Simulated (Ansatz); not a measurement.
# Si2GeH (quartet): wB97M-V, B2PLYP, RPA-PBE over vertical spin and charge gaps and displaced geometries, cc-pVDZ, part 2 of 2

Ansatz 0.2.0, Gaussian basis; cc-pVDZ, all electrons in the functionals, frozen cores in the correlation of double hybrids and RPA. The steps go on from the part before.

## (14) RPA-PBE, charge 0, quartet

File in.yaml:

```yaml
crystal:
  periodic: [false, false, false]
  atoms:
    - {symbol: Ge, position_ang: [0.000020, -0.248209, 2.585879]}
    - {symbol: Si, position_ang: [-0.000008, -0.469422, 0.253680]}
    - {symbol: Si, position_ang: [0.000029, -0.249426, -1.979811]}
    - {symbol: H, position_ang: [-0.000042, 0.967057, -0.859748]}
basis:
  gaussian: {orbitals: cc-pVDZ}
magnetization: {spin_polarized: true, initial_magnetization: 3}
hamiltonian: {xc: {name: PBE}}
correlation: {method: rpa, electrons: outside_noble_gas}
```

The run is started by

```sh
$ ansatz run in.yaml --threads 1 --pin off --events-out ev --progress --plain --max-ram 2393MiB
```

Log, shortened:

```text
Functional definition: PBE
  name "PBE"
  cite "Perdew, Burke & Ernzerhof, Phys. Rev. Lett. 77, 3865 (1996) doi:10.1103/PhysRevLett.77.3865"
  parent pbe
[...]
743 factors; integrals over basis functions are off by at most 1.5e-3 eV
[...]
mean field -72268.60420807 eV, -2655.8222192274 hartree, gradient 4.1e-6 eV, S^2 3.758174; 7 other end points of the search recorded, 0 dependent functions left out
24 core orbitals not correlated: weight in the atoms' cores, before any rotation towards them, 0.999 or more for the frozen orbitals, at most 0.000 for the correlated occupied ones
reference -72208.67214987 eV, -2653.6197567119 hartree; 8, 5 occupied and 36, 39 virtual orbitals, 743 factors
Total energy: -72220.36431313 eV, -2654.0494357862 hartree
```

Run time: 18 s. Hardware: 1 thread of Intel Xeon at 2.50GHz, shared host.

From the report: ⟨S²⟩ of the determinant 3.758 (pure quartet: 3.75).

## (15) RPA-PBE, charge 0, doublet

Changes to in.yaml since step 14:

```diff
@@ -9,3 +9,3 @@
   gaussian: {orbitals: cc-pVDZ}
-magnetization: {spin_polarized: true, initial_magnetization: 3}
+magnetization: {spin_polarized: true, initial_magnetization: 1}
 hamiltonian: {xc: {name: PBE}}
```

The command is unchanged.

Log, shortened:

```text
Functional definition: PBE
  name "PBE"
  cite "Perdew, Burke & Ernzerhof, Phys. Rev. Lett. 77, 3865 (1996) doi:10.1103/PhysRevLett.77.3865"
  parent pbe
[...]
743 factors; integrals over basis functions are off by at most 1.5e-3 eV
[...]
mean field -72269.44391891 eV, -2655.8530780314 hartree, gradient 5.2e-6 eV, S^2 0.804287; 10 other end points of the search recorded, 0 dependent functions left out
24 core orbitals not correlated: weight in the atoms' cores, before any rotation towards them, 0.999 or more for the frozen orbitals, at most 0.000 for the correlated occupied ones
reference -72208.63094738 eV, -2653.6182425483 hartree; 7, 6 occupied and 37, 38 virtual orbitals, 743 factors
Total energy: -72221.31184109 eV, -2654.0842567968 hartree
```

Run time: 25 s. Hardware: 1 thread of Intel Xeon at 2.50GHz, shared host; peak memory 0.29 GiB.

From the report: ⟨S²⟩ of the determinant 0.804 (pure doublet: 0.75).

From charge 0, quartet: -0.948 eV.

## (16) RPA-PBE, charge 0, sextet

Changes to in.yaml since step 15:

```diff
@@ -9,3 +9,3 @@
   gaussian: {orbitals: cc-pVDZ}
-magnetization: {spin_polarized: true, initial_magnetization: 1}
+magnetization: {spin_polarized: true, initial_magnetization: 5}
 hamiltonian: {xc: {name: PBE}}
```

Launched as before.

Log, shortened:

```text
Functional definition: PBE
  name "PBE"
  cite "Perdew, Burke & Ernzerhof, Phys. Rev. Lett. 77, 3865 (1996) doi:10.1103/PhysRevLett.77.3865"
  parent pbe
[...]
743 factors; integrals over basis functions are off by at most 1.5e-3 eV
[...]
mean field -72265.74926598 eV, -2655.7173020406 hartree, gradient 6.9e-9 eV, S^2 8.754690; 9 other end points of the search recorded, 0 dependent functions left out
24 core orbitals not correlated: weight in the atoms' cores, before any rotation towards them, 0.999 or more for the frozen orbitals, at most 0.000 for the correlated occupied ones
reference -72206.05500172 eV, -2653.5235782912 hartree; 9, 4 occupied and 35, 40 virtual orbitals, 743 factors
Total energy: -72217.47331413 eV, -2653.9431935328 hartree
```

Wall time 40 s (1 thread of Intel Xeon at 2.50GHz, shared host).

From the report: ⟨S²⟩ of the determinant 8.755 (pure sextet: 8.75).

From charge 0, quartet: +2.891 eV.

## (17) RPA-PBE, charge 1, quintet

Changes to in.yaml since step 16:

```diff
@@ -9,3 +9,4 @@
   gaussian: {orbitals: cc-pVDZ}
-magnetization: {spin_polarized: true, initial_magnetization: 5}
+total_charge: 1
+magnetization: {spin_polarized: true, initial_magnetization: 4}
 hamiltonian: {xc: {name: PBE}}
```

The command is unchanged.

Log, shortened:

```text
Functional definition: PBE
  name "PBE"
  cite "Perdew, Burke & Ernzerhof, Phys. Rev. Lett. 77, 3865 (1996) doi:10.1103/PhysRevLett.77.3865"
  parent pbe
[...]
743 factors; integrals over basis functions are off by at most 1.5e-3 eV
[...]
mean field -72260.44432390 eV, -2655.5223490149 hartree, gradient 8.1e-6 eV, S^2 6.003892; 1 other end points of the search recorded, 0 dependent functions left out
24 core orbitals not correlated: weight in the atoms' cores, before any rotation towards them, 0.999 or more for the frozen orbitals, at most 0.000 for the correlated occupied ones
reference -72201.08700109 eV, -2653.3410076355 hartree; 8, 4 occupied and 36, 40 virtual orbitals, 743 factors
Total energy: -72212.23477615 eV, -2653.7506808129 hartree
```

It took 8.5 s on 1 thread of Intel Xeon at 2.50GHz, shared host.

From the report: ⟨S²⟩ of the determinant 6.004 (pure quintet: 6.00).

From charge 0, quartet: +8.130 eV.

## (18) RPA-PBE, displaced geometry v1

File in.yaml:

```yaml
crystal:
  periodic: [false, false, false]
  atoms:
    - {symbol: Ge, position_ang: [0.002357, -0.250054, 2.608100]}
    - {symbol: Si, position_ang: [0.001496, -0.487409, 0.264748]}
    - {symbol: Si, position_ang: [0.049497, -0.208103, -2.011356]}
    - {symbol: H, position_ang: [-0.053351, 0.945566, -0.861491]}
basis:
  gaussian: {orbitals: cc-pVDZ}
magnetization: {spin_polarized: true, initial_magnetization: 3}
hamiltonian: {xc: {name: PBE}}
correlation: {method: rpa, electrons: outside_noble_gas}
```

Launched as before.

Log, shortened:

```text
Functional definition: PBE
  name "PBE"
  cite "Perdew, Burke & Ernzerhof, Phys. Rev. Lett. 77, 3865 (1996) doi:10.1103/PhysRevLett.77.3865"
  parent pbe
[...]
743 factors; integrals over basis functions are off by at most 1.5e-3 eV
[...]
mean field -72268.61875117 eV, -2655.8227536764 hartree, gradient 9.0e-6 eV, S^2 3.758140; 5 other end points of the search recorded, 0 dependent functions left out
24 core orbitals not correlated: weight in the atoms' cores, before any rotation towards them, 0.999 or more for the frozen orbitals, at most 0.000 for the correlated occupied ones
reference -72208.63849463 eV, -2653.6185199046 hartree; 8, 5 occupied and 36, 39 virtual orbitals, 743 factors
Total energy: -72220.39309363 eV, -2654.0504934504 hartree
```

Run time: 17 s. Hardware: 1 thread of Intel Xeon at 2.50GHz, shared host.

From the report: ⟨S²⟩ of the determinant 3.758 (pure quartet: 3.75).

From charge 0, quartet: -0.029 eV.

## (19) RPA-PBE, displaced geometry v2

File in.yaml:

```yaml
crystal:
  periodic: [false, false, false]
  atoms:
    - {symbol: Ge, position_ang: [0.064589, -0.224460, 2.576720]}
    - {symbol: Si, position_ang: [-0.100314, -0.437299, 0.256115]}
    - {symbol: Si, position_ang: [-0.023656, -0.249727, -1.985556]}
    - {symbol: H, position_ang: [0.059381, 0.911486, -0.847279]}
basis:
  gaussian: {orbitals: cc-pVDZ}
magnetization: {spin_polarized: true, initial_magnetization: 3}
hamiltonian: {xc: {name: PBE}}
correlation: {method: rpa, electrons: outside_noble_gas}
```

Launched as before.

Log, shortened:

```text
Functional definition: PBE
  name "PBE"
  cite "Perdew, Burke & Ernzerhof, Phys. Rev. Lett. 77, 3865 (1996) doi:10.1103/PhysRevLett.77.3865"
  parent pbe
[...]
743 factors; integrals over basis functions are off by at most 1.3e-3 eV
[...]
mean field -72268.57272490 eV, -2655.8210622420 hartree, gradient 9.9e-6 eV, S^2 3.758232; 7 other end points of the search recorded, 0 dependent functions left out
24 core orbitals not correlated: weight in the atoms' cores, before any rotation towards them, 0.999 or more for the frozen orbitals, at most 0.000 for the correlated occupied ones
reference -72208.64170080 eV, -2653.6186377293 hartree; 8, 5 occupied and 36, 39 virtual orbitals, 743 factors
Total energy: -72220.33640795 eV, -2654.0484102899 hartree
```

Run time: 20 s. Hardware: 1 thread of Intel Xeon at 2.50GHz, shared host.

From the report: ⟨S²⟩ of the determinant 3.758 (pure quartet: 3.75).

From charge 0, quartet: +0.028 eV.

## (20) The comparison

No level is safe as a reference over these points; UCCSD(T) serves as a yardstick only. It comes from earlier runs at the same points. Energies in eV, counted from charge 0, quartet; blanks weren't run or aren't comparable.

```
   level  quartet to doublet  quartet to sextet  ionisation to the quintet cation  displacement v1  displacement v2
UCCSD(T)              -0.861              2.714                             7.932           -0.016            0.021
 wB97M-V              -0.773              3.069                             8.305            0.015            0.026
  B2PLYP              -0.816              2.940                             8.126           -0.008            0.024
 RPA-PBE              -0.948              2.891                             8.130           -0.029            0.028
```

Largest miss and mean time a point (UCCSD(T) took 1.9 min a point; shared hosts):

```
  level  largest miss (eV)                             where  time a point
wB97M-V             +0.373  ionisation to the quintet cation          58 s
 B2PLYP             +0.226                 quartet to sextet          19 s
RPA-PBE             +0.198  ionisation to the quintet cation          21 s
```

## (21) Summary of results

The summary covers parts 1 to 2.

```
                                  quantity                                         value
              quartet to doublet, UCCSD(T)                                     -0.861 eV
               quartet to sextet, UCCSD(T)                                      2.714 eV
ionisation to the quintet cation, UCCSD(T)                                      7.932 eV
                 displacement v1, UCCSD(T)                                     -0.016 eV
                 displacement v2, UCCSD(T)                                      0.021 eV
                     largest miss, wB97M-V  +0.373 eV (ionisation to the quintet cation)
                      largest miss, B2PLYP                 +0.226 eV (quartet to sextet)
                     largest miss, RPA-PBE  +0.198 eV (ionisation to the quintet cation)
```

**Reading.** Misses are known at 5 of 6 points at best, and only functionals with that many are ranked. Of the functionals, RPA-PBE keep the smallest largest miss at the points compared (at most 0.198 eV) and wB97M-V strays most (0.373 eV, at ionisation to the quintet cation). B2PLYP clearly breaks the spin symmetry at some points (⟨S²⟩ up to 0.36 above the pure value), so energy there is bought with a mixed spin. Functionals and the yardstick converge differently with the basis, so part of each miss in cc-pVDZ is the basis. The yardstick itself may be off where one determinant is a poor start.
